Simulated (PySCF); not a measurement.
# C2H3AlClF: the cost of one run

The runs use PySCF 2.14.0, with density-fitted response routines of our own; the level of theory stands in each step. All values are computed, except where a source is named. Atoms are numbered from 0 throughout.

## 1. The molecule as given

8 atoms, charge 0, multiplicity 1; geometry from: GFN2-xTB.

Bonds of the start (Å): C0–C1 1.33, C1–Al2 1.97, Al2–F3 1.66, Al2–Cl4 2.03, C0–H5 1.08, C0–H6 1.08, C1–H7 1.09.

## 2. Ultraviolet spectrum: CAM-B3LYP/def2-SVPD

The job: settings as JSON, then the geometry in Å.

```
{"job": {"kind": "uv", "xc": "CAM-B3LYP", "basis": "def2-SVPD", "nstates": 8, "ntriplets": 3}, "charge": 0, "multiplicity": 1}
C     -1.427334     0.032853     0.160194
C     -0.338353    -0.588194    -0.283150
Al     1.452903     0.197859    -0.046604
F      2.732555    -0.666163    -0.643090
Cl     1.832185     1.968435     0.863865
H     -2.422856    -0.375071     0.044447
H     -1.367687     0.986473     0.664274
H     -0.452357    -1.546781    -0.784500
```

With the program's defaults for keys left out, this is: TDDFT CAM-B3LYP/def2-SVPD, vertical, gas phase, core orbitals frozen in the response.

Command:

```bash
$ OMP_NUM_THREADS=1 python probes_run.py task.json out
```

One launch serves the whole session: the jobs run in the order shown.

**Question.** How long does this job take on 1 thread of Arm Neoverse V1, shared host, and how much memory does it need?

About 15 s, with a peak of 0.57 GiB.
